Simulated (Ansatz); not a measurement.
Geometry optimisation, Ansatz, DFT PBE, scalar-relativistic, plane waves, PAW.

The input (input.yaml):

```yaml
crystal:
  lattice:
    - [6.163143, 0.0, 0.0]
    - [3.081571, 5.337438, 0.0]
    - [0.0, 0.0, 17.290231]
  atoms:
    - { symbol: Ta, position: [0.3333333, 0.8333333, 0.1305966] }
    - { symbol: "N", position: [0.0, 0.0, 0.0578361] }
    - { symbol: Ta, position: [0.3333333, 0.3333333, 0.1305966] }
    - { symbol: "N", position: [0.0, 0.5, 0.0578361] }
    - { symbol: Ta, position: [0.8333333, 0.8333333, 0.1305966] }
    - { symbol: "N", position: [0.5, 0.0, 0.0578361] }
    - { symbol: Ta, position: [0.8333333, 0.3333333, 0.1305966] }
    - { symbol: "N", position: [0.5, 0.5, 0.0578361] }
    - { symbol: Ta, position: [0.0, 0.5, 0.2761177] }
    - { symbol: "N", position: [0.6666667, 0.6666667, 0.2033572] }
    - { symbol: Ta, position: [0.0, 0.0, 0.2761177] }
    - { symbol: "N", position: [0.6666667, 0.1666667, 0.2033572] }
    - { symbol: Ta, position: [0.5, 0.5, 0.2761177] }
    - { symbol: "N", position: [0.1666667, 0.6666667, 0.2033572] }
    - { symbol: Ta, position: [0.5, 0.0, 0.2761177] }
    - { symbol: "N", position: [0.1666667, 0.1666667, 0.2033572] }
    - { symbol: Ta, position: [0.6666667, 0.1666667, 0.4216387] }
    - { symbol: "N", position: [0.3333333, 0.3333333, 0.3488782] }
    - { symbol: Ta, position: [0.6666667, 0.6666667, 0.4216387] }
    - { symbol: "N", position: [0.3333333, 0.8333333, 0.3488782] }
    - { symbol: Ta, position: [0.1666667, 0.1666667, 0.4216387] }
    - { symbol: "N", position: [0.8333333, 0.3333333, 0.3488782] }
    - { symbol: Ta, position: [0.1666667, 0.6666667, 0.4216387] }
    - { symbol: "N", position: [0.8333333, 0.8333333, 0.3488782] }
    - { symbol: "N", position: [0.7741002, 0.093585, 0.5598671], spin: 1.0 }
    - { symbol: H, position: [0.9055093, -0.0345519, 0.5945688] }
    - { symbol: H, position: [0.6426911, 0.2217218, 0.5945688] }
magnetization:
  spin_polarized: true
basis:
  ecutwfc: 420.0
kpoints:
  mp_grid: { grid: [2, 2, 1] }
hamiltonian:
  xc: pbe
  pseudopotentials: { kind: paw, azcp: { folder: soft_1 } }
scf:
  occupations: { method: gaussian, width: 0.05 }
  lower_state_search: "off"
relax:
  f_tol: 0.03
  max_steps: 60
  adjacent_minimum: "off"
  constraints: [{ sites: [0, 1, 2, 3, 4, 5, 6, 7] }]
```

Command:

```bash
$ ansatz run input.yaml --threads 4 --pin off --max-ram 10240MiB --backend cpu --events-out ev --progress --plain --runs-dir out
```

Task: Where does it end, and by what steps?

Result: The run converged. The force dipped under the threshold on the way, but the program's further checks kept it going. Limits of this set-up: coarse k mesh, thin slab, slab without dipole correction, a typed lattice constant that wasn't relaxed here. After 30 steps the energy has fallen by 2.906 eV; H27 moved furthest, 1.79 Å. Joined: Ta21–N25 (3.59 → 2.22 Å).

```csv
step,energy less start (eV),largest force component (eV/Å),accepted
0,0.0000,4.267,yes
2,-1.7025,3.126,yes
4,-2.0491,1.224,yes
6,-2.1262,0.508,yes
8,-2.2247,0.145,yes
10,-2.3780,0.549,yes
12,-2.7204,0.633,yes
14,-2.8767,0.122,yes
16,-2.8738,0.669,no
18,-2.8851,0.417,no
20,-2.9022,0.030,yes
22,-2.8896,0.225,no
24,-2.9010,0.141,no
26,-2.9053,0.043,yes
28,-2.9060,0.022,yes
30,-2.9063,0.013,yes
```

```xyz
27
Lattice="6.1631 0.0000 0.0000 3.0816 5.3374 0.0000 0.0000 0.0000 17.2902" Properties=species:S:1:pos:R:3
Ta 4.622 4.448 2.258
N 0.000 0.000 1.000
Ta 3.082 1.779 2.258
N 1.541 2.669 1.000
Ta 7.704 4.448 2.258
N 3.082 0.000 1.000
Ta 6.163 1.779 2.258
N 4.622 2.669 1.000
Ta 1.495 2.578 4.893
N 6.142 3.638 3.698
Ta 0.047 0.215 4.918
N 4.639 0.840 3.526
Ta 4.606 2.570 4.884
N 3.072 3.631 3.714
Ta 3.072 0.231 4.893
N 1.551 0.853 3.495
Ta 4.617 1.004 7.559
N 3.059 1.951 6.300
Ta 6.142 3.822 7.448
N 4.620 4.500 6.106
Ta 1.500 1.007 7.536
N 6.119 1.952 6.348
Ta 3.073 3.694 7.470
N 7.696 4.538 6.080
N 6.148 1.200 9.143
H 6.199 0.395 9.778
H 6.134 2.027 9.751
```

Whether the end is a true minimum wasn't checked by a vibrational analysis.

The run took 8.1 min on 4 threads of Arm Neoverse V2, on a shared host, peak memory 1.8 GiB.
